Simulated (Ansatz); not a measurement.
# ClFGaGeH3: a ladder of functionals and wavefunction methods

An exercise on one series of results from a longer session: the logs are not shown, and one member is left open.

The runs use Ansatz 0.2.0, Gaussian basis; functionals in def2-TZVPP, the program's frozen cores in correlated methods.

Plan: LDA (SPW92), PBE-D4, revPBE-D4, BLYP-D4, r2SCAN-D4, B97M-V, PBE0-D4, B3LYP-D4, r2SCANh-D4, r2SCAN0-D4, HSE06-D4, BHLYP-D4, CAM-B3LYP-D4, LC-ωPBE, ωB97X-V, ωB97M-V, B2PLYP, PBE-QIDH; CCSD(T)/def2-SVP; CCSD(T)/def2-TZVPP; MP2/def2-QZVPP; extrapolation to the limit; RPA on PBE.

### The relaxed structure

The geometry comes from an earlier relaxation with PBE0-D4 in a triple-zeta def2 set; it is a stationary point, not always the lowest conformer.

SMILES `[F][Ga]([Cl])[GeH3]`, 7 atoms, charge 0, spin multiplicity 1.

Atoms are counted from 1 here; the program's logs count them from 0.

Bond lengths: F1–Ga2 1.752 Å, Ga2–Cl3 2.137 Å, Ga2–Ge4 2.424 Å, Ge4–H5 1.532 Å, Ge4–H6 1.534 Å, Ge4–H7 1.533 Å. Angles: F1–Ga2–Cl3 112.0°, F1–Ga2–Ge4 121.3°, Cl3–Ga2–Ge4 126.8°, Ga2–Ge4–H5 109.5°, Ga2–Ge4–H6 108.5°, Ga2–Ge4–H7 109.1°, H5–Ge4–H6 109.9°, H5–Ge4–H7 110.3°, H6–Ge4–H7 109.6°.

Set-up of the first run:

Contents of in.yaml:

```yaml
crystal:
  periodic: [false, false, false]
  atoms:
    - {symbol: F, position_ang: [-0.000708, -2.240590, 1.459360]}
    - {symbol: Ga, position_ang: [0.710227, -0.881397, 0.612416]}
    - {symbol: Cl, position_ang: [2.842754, -0.879178, 0.752245]}
    - {symbol: Ge, position_ang: [-0.670217, 0.747606, -0.534290]}
    - {symbol: H, position_ang: [0.213284, 1.639916, -1.412617]}
    - {symbol: H, position_ang: [-1.390549, 1.600728, 0.518021]}
    - {symbol: H, position_ang: [-1.704791, 0.012915, -1.395144]}
basis:
  gaussian: {orbitals: def2-TZVPP}
hamiltonian: {xc: lda}
output: {orbitals: {seedname: orbitals}}
```

Steps of the session up to this table: LDA; PBE-D4 (GGA); revPBE-D4 (GGA); BLYP-D4 (GGA); r2SCAN-D4 (meta-GGA); B97M-V (meta-GGA); PBE0-D4 (hybrid); B3LYP-D4 (hybrid); r2SCANh-D4 (hybrid); r2SCAN0-D4 (hybrid); HSE06-D4 (hybrid); BHLYP-D4 (hybrid); CAM-B3LYP-D4 (range-separated); LC-ωPBE (range-separated); ωB97X-V (range-separated); ωB97M-V (range-separated); B2PLYP (double hybrid); PBE-QIDH (double hybrid).

One of the session's tables, all rows but one given; the rest of the session is left out.

It belongs to the step «Frontier levels by functional». 

| functional | HOMO (eV) | LUMO (eV) | gap (eV) |
| --- | --- | --- | --- |
| LDA (SPW92) | -7.58 | -2.77 | 4.82 |
| PBE-D4 | -7.42 | -2.52 | 4.90 |
| revPBE-D4 | -7.35 | -2.40 | 4.95 |
| BLYP-D4 | -7.26 | -2.43 | 4.83 |
| r2SCAN-D4 | -7.74 | -2.37 | 5.37 |
| B97M-V | -7.81 | -2.51 | 5.30 |
| PBE0-D4 | -8.63 | -1.79 | 6.84 |
| B3LYP-D4 | -8.40 | -2.02 | 6.38 |
| r2SCANh-D4 | -8.18 | -2.10 | 6.08 |
| r2SCAN0-D4 | -8.84 | -1.71 | 7.13 |
| HSE06-D4 | -8.23 | -2.15 | 6.08 |
| BHLYP-D4 | -9.68 | -1.04 | 8.63 |
| CAM-B3LYP-D4 | -9.89 | -0.85 | 9.04 |
| LC-ωPBE | ? | ? | ? |
| ωB97X-V | -10.84 | 0.15 | 10.99 |
| ωB97M-V | -10.67 | -0.03 | 10.64 |

Estimate the missing values for LC-ωPBE.

**Answer.** HOMO (eV): -11.17; LUMO (eV): 0.29; gap (eV): 11.47. In the column «HOMO (eV)» it is the lowest.
